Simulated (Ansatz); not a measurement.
# C3H9BOSi: the cost of one run

Program: Ansatz 0.2.0. Level of theory: UKS B3LYP-D4/STO-3G. These are calculated values, not measurements.

## Step 1: Starting point

Bond lengths: C1–C2 1.295 Å, C2–O3 1.389 Å, O3–B4 1.588 Å, B4–C5 1.551 Å, C5–Si6 1.883 Å, C1–H7 1.067 Å, C1–H8 1.111 Å, C2–H9 1.126 Å, B4–H10 1.185 Å, C5–H11 1.117 Å, C5–H12 1.077 Å, Si6–H13 1.516 Å, Si6–H14 1.487 Å, Si6–H15 1.451 Å. Angles (14 of 22 angles, heavy atoms first): C1–C2–O3 119.6°, C2–O3–B4 120.7°, O3–B4–C5 117.8°, B4–C5–Si6 111.2°, C1–C2–H9 118.9°, O3–C2–H9 121.5°, C2–C1–H7 121.5°, C2–C1–H8 118.0°, O3–B4–H10 116.8°, C5–B4–H10 125.4°, B4–C5–H11 105.4°, B4–C5–H12 110.5°, Si6–C5–H11 108.4°, Si6–C5–H12 111.2°.

As a file:

```xyz
15

C    -2.3492   -2.0742    0.7277
C    -1.2384   -1.5067    1.0773
O    -0.4994   -0.8065    0.1328
B     0.9156   -0.1895    0.5046
C     1.6911    0.5643   -0.6076
Si    0.7555    2.0983   -1.1719
H    -2.9713   -2.5682    1.4394
H    -2.7179   -1.9050   -0.3064
H    -0.8893   -1.6051    2.1428
H     1.2760   -0.3163    1.6262
H     2.6487    0.8893   -0.1331
H     1.8968   -0.0928   -1.4352
H    -0.5769    1.6991   -1.7755
H     0.4839    2.9896   -0.0128
H     1.5531    2.7732   -2.1791
```

## Step 2: Relaxing the start

The input, input.yaml:

```yaml
crystal:
  periodic: [false, false, false]
  atoms:
    - { symbol: C, position_ang: [-2.3492, -2.0742, 0.7277] }
    - { symbol: C, position_ang: [-1.2384, -1.5067, 1.0773] }
    - { symbol: O, position_ang: [-0.4994, -0.8065, 0.1328] }
    - { symbol: B, position_ang: [0.9156, -0.1895, 0.5046] }
    - { symbol: C, position_ang: [1.6911, 0.5643, -0.6076] }
    - { symbol: Si, position_ang: [0.7555, 2.0983, -1.1719] }
    - { symbol: H, position_ang: [-2.9713, -2.5682, 1.4394] }
    - { symbol: H, position_ang: [-2.7179, -1.905, -0.3064] }
    - { symbol: H, position_ang: [-0.8893, -1.6051, 2.1428] }
    - { symbol: H, position_ang: [1.276, -0.3163, 1.6262] }
    - { symbol: H, position_ang: [2.6487, 0.8893, -0.1331] }
    - { symbol: H, position_ang: [1.8968, -0.0928, -1.4352] }
    - { symbol: H, position_ang: [-0.5769, 1.6991, -1.7755] }
    - { symbol: H, position_ang: [0.4839, 2.9896, -0.0128] }
    - { symbol: H, position_ang: [1.5531, 2.7732, -2.1791] }
magnetization:
  spin_polarized: true
basis:
  gaussian: { orbitals: STO-3G }
hamiltonian:
  xc: b3lyp
  dispersion: d4
relax:
  f_tol: 0.02
  max_steps: 40
```

Run with:

```bash
$ ansatz run input.yaml --threads 1 --pin off --max-ram 2048MiB --backend cpu --events-out ev --progress --plain --runs-dir out
```

Q: Estimate wall time and peak memory on 1 thread of Intel Xeon Platinum 8488C (Sapphire Rapids), shared host.

About 2.3 min, with a peak of 0.21 GiB.
